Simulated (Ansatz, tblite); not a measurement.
**Al7P7 zinc blende off sphere (Al₇P₇H₂₀): a ladder of methods and basis sets**

Aim: run the singlet of Al7P7 zinc blende off sphere (Al₇P₇H₂₀) at one geometry on many levels, and compare frontier levels, spin and run time.

The runs use Ansatz 0.2.0, Gaussian basis; as each input shows.

Plan: GFN1-xTB, GFN2-xTB, PBE-D4/def2-TZVP, r2SCAN-D4/def2-TZVP, PBE-D4/def2-SVP, PBE0-D4/def2-SVP.

1 further run of the same task is left out (set aside as unsound or not needed).

**1. The relaxed structure**

The singlet was relaxed beforehand with PBE-D4/def2-SVP.

34 atoms, charge 0, spin multiplicity 1.

Bond lengths: Al1–P9 2.478 Å, Al1–P10 2.413 Å, Al1–H15 1.606 Å, Al1–H16 1.606 Å, Al2–P8 2.404 Å, Al2–P11 2.404 Å, Al2–P12 2.404 Å, Al2–H17 1.594 Å, Al3–P9 2.371 Å, Al3–P11 2.464 Å, Al3–P13 2.371 Å, Al3–H18 1.594 Å, Al4–P8 2.464 Å, Al4–P9 2.371 Å, Al4–P14 2.371 Å, Al4–H19 1.594 Å, Al5–P10 2.413 Å, Al5–P14 2.478 Å and more. Angles: P9–Al1–P10 96.7°, P9–Al1–H15 105.1°, P9–Al1–H16 105.2°, P10–Al1–H15 111.8°, P10–Al1–H16 111.8°, H15–Al1–H16 122.3°, P8–Al2–P11 100.3°, P8–Al2–P12 100.3°, P8–Al2–H17 117.6°, P11–Al2–P12 100.2°, P11–Al2–H17 117.6°, P12–Al2–H17 117.6°, P9–Al3–P11 104.7°, P9–Al3–P13 104.0°, P9–Al3–H18 118.3°, P11–Al3–P13 104.6°, P11–Al3–H18 105.5°, P13–Al3–H18 118.3° and more.

PBE0-D4/def2-TZVP was run before; its log isn't repeated, and its numbers join the tables.

**2. GFN1-xTB**

Tight binding, by tblite at 300 K electronic temperature and without a spin-polarisation term:

```python
tblite.interface.Calculator('GFN1-xTB', numbers, positions, charge=0, uhf=0).singlepoint()
```

Energy -1049.2090 eV, HOMO -10.25 eV, LUMO -6.74 eV; 0.16 s.

**3. GFN2-xTB**

Tight binding, by tblite at 300 K electronic temperature and without a spin-polarisation term:

```python
tblite.interface.Calculator('GFN2-xTB', numbers, positions, charge=0, uhf=0).singlepoint()
```

Energy -966.0880 eV, HOMO -9.99 eV, LUMO -7.55 eV; 0.15 s.

**4. PBE-D4/def2-TZVP**

start.molden holds the orbitals of an earlier run on this state, given as this run's starting guess.

The input, in.yaml:

```yaml
crystal:
  periodic: [false, false, false]
  atoms:
    - {symbol: Al, position_ang: [0.720361, -3.618509, 0.719614]}
    - {symbol: Al, position_ang: [-2.211121, 2.214811, -2.209459]}
    - {symbol: Al, position_ang: [0.803816, -0.809606, -2.071846]}
    - {symbol: Al, position_ang: [-2.073289, -0.806947, 0.809190]}
    - {symbol: Al, position_ang: [0.723297, -0.726008, 3.616315]}
    - {symbol: Al, position_ang: [0.809344, 2.068815, 0.808900]}
    - {symbol: Al, position_ang: [3.617752, -0.722460, 0.719133]}
    - {symbol: P, position_ang: [-3.308559, 0.703532, -0.696231]}
    - {symbol: P, position_ang: [-0.622734, -2.022738, -0.618223]}
    - {symbol: P, position_ang: [1.965374, -1.966551, 1.961290]}
    - {symbol: P, position_ang: [-0.700420, 0.701481, -3.307574]}
    - {symbol: P, position_ang: [-0.695748, 3.308862, -0.697857]}
    - {symbol: P, position_ang: [2.020774, 0.616614, -0.620856]}
    - {symbol: P, position_ang: [-0.618038, 0.617079, 2.023493]}
    - {symbol: H, position_ang: [1.644003, -4.385862, -0.346451]}
    - {symbol: H, position_ang: [-0.341074, -4.387191, 1.647421]}
    - {symbol: H, position_ang: [-3.131163, 3.136657, -3.128907]}
    - {symbol: H, position_ang: [1.607764, -1.616467, -3.186483]}
    - {symbol: H, position_ang: [-3.188584, -1.611245, 1.614802]}
    - {symbol: H, position_ang: [-0.339850, -1.653235, 4.383365]}
    - {symbol: H, position_ang: [1.649469, 0.336420, 4.385615]}
    - {symbol: H, position_ang: [1.617326, 3.181139, 1.614901]}
    - {symbol: H, position_ang: [4.387572, -1.647530, -0.343825]}
    - {symbol: H, position_ang: [4.383917, 0.341986, 1.645644]}
    - {symbol: H, position_ang: [-4.253035, -0.029584, -1.484663]}
    - {symbol: H, position_ang: [-4.246687, 1.495017, 0.041732]}
    - {symbol: H, position_ang: [-1.469779, -2.810814, -1.463899]}
    - {symbol: H, position_ang: [2.795088, -2.796770, 2.789537]}
    - {symbol: H, position_ang: [-1.489784, -0.030611, -4.252044]}
    - {symbol: H, position_ang: [0.038489, 1.492098, -4.245674]}
    - {symbol: H, position_ang: [0.043051, 4.246788, -1.488772]}
    - {symbol: H, position_ang: [-1.482331, 4.253665, 0.036788]}
    - {symbol: H, position_ang: [2.807296, 1.463434, -1.468239]}
    - {symbol: H, position_ang: [-1.462507, 1.463742, 2.813274]}
basis:
  gaussian: {orbitals: def2-TZVP, fitting: {mean_field: def2-universal-jkfit}, initial_orbitals: start.molden}
hamiltonian: {xc: pbe, dispersion: d4}
scf: {omitted_lower_state_checks: [starts]}
output: {orbitals: {seedname: orbitals}}
```

Launch:

```bash
ansatz run in.yaml --threads 2 --pin off --events-out ev --progress --plain --max-ram 32768MiB --backend cuda --devices 0, --max-vram 18GiB
```

The runs that follow: r2SCAN-D4/def2-TZVP; PBE-D4/def2-SVP; PBE0-D4/def2-SVP.

Before running them: what should the planned runs give, taken together? Wanted: gap in def2-TZVP, named functionals, smallest and largest; binding an atom, functionals in def2-TZVP; PBE0 total energy, smallest basis above largest.

**Answer**, as computed:

```
                                                 quantity                                  value
gap in def2-TZVP, named functionals, smallest and largest    3.41 eV (PBE-D4), 5.24 eV (PBE0-D4)
                binding an atom, functionals in def2-TZVP  2.89 (PBE0-D4) to 2.91 eV (r2SCAN-D4)
          PBE0 total energy, smallest basis above largest         37.82 eV (def2-SVP, def2-TZVP)
```

In words: Over the named functionals in def2-TZVP the gap runs from 3.41 eV (PBE-D4) to 5.24 eV (PBE0-D4); exact exchange widens it.
